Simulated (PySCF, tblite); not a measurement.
**C₆H₉P₂−: geometry, infrared bands and NMR shifts**

Wanted: the infrared bands and NMR shifts of C₆H₉P₂− (`CCc1[p-]cpc1C`), by calculation.

Computed with tblite 0.8.0 and PySCF 2.14.0, with density-fitted response routines of our own, on a single molecule in the gas phase. Atoms count from 0, in the outputs and in this text.

## 1. The molecule as given

17 atoms, charge -1, multiplicity 1; geometry from: force field or distance geometry start.

Bonds of the start (Å): C0–C1 1.53, C1–C2 1.48, C2–P3 1.69, P3–C4 1.82, C4–P5 1.73, P5–C6 1.87, C6–C7 1.46, C6–C2 1.37, C0–H8 1.09, C0–H9 1.13, C0–H10 1.11, C1–H11 1.11, C1–H12 1.09, C4–H13 1.07, C7–H14 1.08, C7–H15 1.14, C7–H16 1.11.

## 2. Relaxing the molecule with GFN2-xTB

The job: settings as JSON, then the geometry in Å.

```
{"job": {"kind": "relax", "xc": "GFN2-xTB", "basis": "xTB"}, "charge": -1, "multiplicity": 1}
C      2.155000     0.106500     0.235700
C      1.211900     0.229400    -0.959300
C     -0.142700     0.382200    -0.389100
P     -0.669600     1.979000    -0.503200
C     -2.338200     2.225100     0.179900
P     -2.554100     0.560900     0.602500
C     -1.055100    -0.475300     0.170800
C     -0.878300    -1.904600     0.398400
H      2.786700    -0.771400     0.097300
H      2.746300     1.065100     0.245800
H      1.551500     0.053000     1.168900
H      1.206800    -0.679800    -1.587900
H      1.532100     1.096000    -1.531200
H     -3.061800     3.001300     0.323200
H      0.146200    -2.181300     0.212000
H     -1.066100    -2.119400     1.500800
H     -1.577600    -2.554700    -0.174600
```

On the command line:

```
$ OMP_NUM_THREADS=1 python probes_run.py task.json out
```

One launch serves the whole session: the jobs run in the order shown.

**Question.** This job is followed by: GFN2-xTB harmonic vibrations, gas phase; GIAO PBE0/pcSseg-1 NMR shielding, non-relativistic, gas phase. What will the session give for the following? strongest single infrared mode (GFN2-xTB); zero-point energy (GFN2-xTB); ¹³C shifts against TMS (PBE0/pcSseg-1); ¹H shifts against TMS (PBE0/pcSseg-1, means over atoms taken as alike); ³¹P shifts against H3PO4 (PBE0/pcSseg-1).

As calculated:

| quantity | value |
| --- | --- |
| strongest single infrared mode (GFN2-xTB) | 2967 cm⁻¹, 158 km/mol |
| zero-point energy (GFN2-xTB) | 82.8 kcal/mol |
| ¹³C shifts against TMS (PBE0/pcSseg-1) | 163.5, 163.0, 151.3, 29.7, 22.8, 18.5 ppm |
| ¹H shifts against TMS (PBE0/pcSseg-1, means over atoms taken as alike) | 8.02, 2.97, 2.62, 1.08 ppm |
| ³¹P shifts against H3PO4 (PBE0/pcSseg-1) | 183.5, 179.5 ppm |

**Reading.** Over 146 steps the energy fell by 2.259 eV; of the close pairs, P5–C6 changed most, 1.873 to 1.759 Å. All 45 modes are real, so the xTB geometry is a minimum. The strongest single mode, at 2967 cm⁻¹, moves mainly H8. Unscaled tight-binding wavenumbers are off by several per cent, some by more. Its intensities can rank the bands wrongly. NICS(1)zz of -26 ppm above the planar ring from C2 marks a diatropic (aromatic) ring current.
